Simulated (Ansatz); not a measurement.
# CH2NO2Sb: the cost of one run

Program: the Python package of Ansatz 0.2.0. Level of theory: B3LYP+D3(BJ)/def2-TZVP. These are calculated values, not measurements.

**1. The system**

Bond lengths: O1–Sb2 1.972 Å, Sb2–N3 2.013 Å, N3–C4 1.428 Å, Sb2–O5 1.961 Å, C4–O5 1.406 Å, O1–H6 1.036 Å, C4–H7 1.055 Å. Angles: O1–Sb2–N3 90.9°, O1–Sb2–O5 90.4°, N3–Sb2–O5 64.2°, Sb2–O1–H6 106.8°, Sb2–N3–C4 96.5°, N3–C4–O5 96.3°, N3–C4–H7 128.2°, O5–C4–H7 135.2°, Sb2–O5–C4 99.6°.

The script holds or builds the structure itself.

**2. The script**

ch2no2sb_spin.py

```python
"""Gap between spin states of CH2NO2Sb at one geometry."""

import ansatz as az

GEOMETRY = """
O    -0.88390    1.51900    0.42820
Sb   -0.40310   -0.11170    1.42690
N    -0.36000   -1.18060   -0.27800
C     0.91640   -0.72130   -0.72450
O     1.32720   -0.18200    0.50740
H    -1.90500    1.47650    0.25960
H     1.36980   -0.86790   -1.66530
"""


def main() -> None:
    molecule = az.Crystal.molecule()
    for line in GEOMETRY.strip().splitlines():
        symbol, *xyz = line.split()
        molecule = molecule.atom(symbol, [float(v) for v in xyz])

    calculation = (
        molecule.calculation()
        .basis(gaussian="def2-TZVP")
        .functional("b3lyp", dispersion="d3bj")
        .accuracy("high")
        .scf(lower_state_search="off")
    )
    found = {}
    for unpaired in [0, 2, 4]:
        r = calculation.spin("collinear", total=unpaired).run().report
        s = unpaired / 2
        found[unpaired] = r["free_energy_ev"]
        print(f"2S+1 = {unpaired + 1}: E = {found[unpaired]:.5f} eV, <S^2> = {abs(r['mean_field']['state']['spin_squared']):.3f} (pure state {s * (s + 1):.2f})")
    lowest = min(found, key=found.get)
    for unpaired, e in found.items():
        print(f"multiplicity {unpaired + 1}: {96.485332 * (e - found[lowest]):.1f} kJ/mol above the lowest")


if __name__ == "__main__":
    main()
```

**3. What the engine is handed**

The package turns the script's settings into the engine's input (first run):

```yaml
crystal:
  periodic: [false, false, false]
  atoms:
    - { symbol: O, position_ang: [-0.8839, 1.519, 0.4282] }
    - { symbol: Sb, position_ang: [-0.4031, -0.1117, 1.4269] }
    - { symbol: "N", position_ang: [-0.36, -1.1806, -0.278] }
    - { symbol: C, position_ang: [0.9164, -0.7213, -0.7245] }
    - { symbol: O, position_ang: [1.3272, -0.182, 0.5074] }
    - { symbol: H, position_ang: [-1.905, 1.4765, 0.2596] }
    - { symbol: H, position_ang: [1.3698, -0.8679, -1.6653] }
accuracy: high
basis:
  gaussian:
    orbitals: def2-TZVP
hamiltonian:
  xc: b3lyp
  dispersion: d3bj
magnetization:
  spin_polarized: true
  initial_magnetization: 0.0
scf:
  lower_state_search: "off"
```

**4. Launch**

Command:

```sh
$ python ch2no2sb_spin.py
```

Q: Estimate wall time and peak memory on 1 thread of Arm Neoverse V1, shared host.

About 2.2 min, with a peak of 1 GiB.
